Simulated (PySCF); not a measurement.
**CH10BNSi2: electronic excitations and core binding energies**

Aim: predict the electronic excitations and core binding energies of CH10BNSi2 (`NB[SiH2]C[SiH3]`).

Computed with PySCF 2.14.0, with density-fitted response routines of our own, on a single molecule in the gas phase. Atoms count from 0, in the outputs and in this text.

## Step 1: The starting structure

15 atoms, charge 0, multiplicity 1; geometry from: GFN2-xTB.

Bonds of the start (Å): N0–B1 1.38, B1–Si2 1.96, Si2–C3 1.92, C3–Si4 1.89, N0–H5 1.01, N0–H6 1.01, B1–H7 1.18, Si2–H8 1.48, Si2–H9 1.48, C3–H10 1.09, C3–H11 1.09, Si4–H12 1.47, Si4–H13 1.46, Si4–H14 1.46.

## Step 2: TDDFT and polarisability: CAM-B3LYP/def2-SVPD

Job settings and geometry (Å):

```
{"job": {"kind": "uv", "xc": "CAM-B3LYP", "basis": "def2-SVPD", "nstates": 8, "ntriplets": 3}, "charge": 0, "multiplicity": 1}
N     -2.587336    -0.895974     0.039005
B     -2.290359     0.358695    -0.453362
Si    -0.425103     0.960028    -0.581507
C      0.799036    -0.429295    -0.077847
Si     2.638134     0.009564    -0.171558
H     -1.887827    -1.554330     0.345050
H     -3.520612    -1.263750     0.137808
H     -3.210473     1.019620    -0.775138
H     -0.092011     2.114508     0.282279
H     -0.001394     1.394417    -1.930493
H      0.616819    -1.301434    -0.709453
H      0.570284    -0.745368     0.942243
H      3.449661    -1.148485     0.231625
H      3.001506     0.371242    -1.542113
H      2.935259     1.118552     0.735894
```

Method: TDDFT CAM-B3LYP/def2-SVPD, vertical, gas phase, core orbitals frozen in the response.

Command:

```
> OMP_NUM_THREADS=1 python probes_run.py task.json out
```

This one command runs all jobs of the session in turn.

**Question.** This job is followed by: delta-SCF UKS SCAN, pcX-2 on the ionised atom, pcseg-1 elsewhere, spin-free X2C. Predict these results of the whole session: lowest singlet (CAM-B3LYP/def2-SVPD); brightest single state of those computed; lowest triplet; Si1s binding energies, SCAN/pcX-2; Si2p binding energies, SCAN/pcX-2; N1s binding energies, SCAN/pcX-2; B1s binding energies, SCAN/pcX-2; C1s binding energies, SCAN/pcX-2.

The runs gave:

```
                                quantity                        value
    lowest singlet (CAM-B3LYP/def2-SVPD)  5.74 eV (216 nm), f = 0.003
brightest single state of those computed  state 4, 7.65 eV, f = 0.204
                          lowest triplet                      4.95 eV
       Si1s binding energies, SCAN/pcX-2  Si4 1846.06, Si2 1845.49 eV
       Si2p binding energies, SCAN/pcX-2    Si4 106.53, Si2 105.98 eV
        N1s binding energies, SCAN/pcX-2                 N0 405.55 eV
        B1s binding energies, SCAN/pcX-2                 B1 195.23 eV
        C1s binding energies, SCAN/pcX-2                 C3 289.56 eV
```

The lowest singlet, at 5.74 eV, is HOMO→LUMO 0.90 and is weak; of the 8 states computed, the strongest absorption comes from state 4 at 7.65 eV. The lowest triplet lies 0.79 eV below the lowest singlet (triplets in Tamm-Dancoff, singlets in full TDDFT). The Si1s levels kept as sound span 0.57 eV, from Si2 (silicon bonded to C, B, 2 H) up to Si4 (silicon bonded to C, 3 H). The Si2p levels kept as sound span 0.55 eV, from Si2 (silicon bonded to C, B, 2 H) up to Si4 (silicon bonded to C, 3 H).
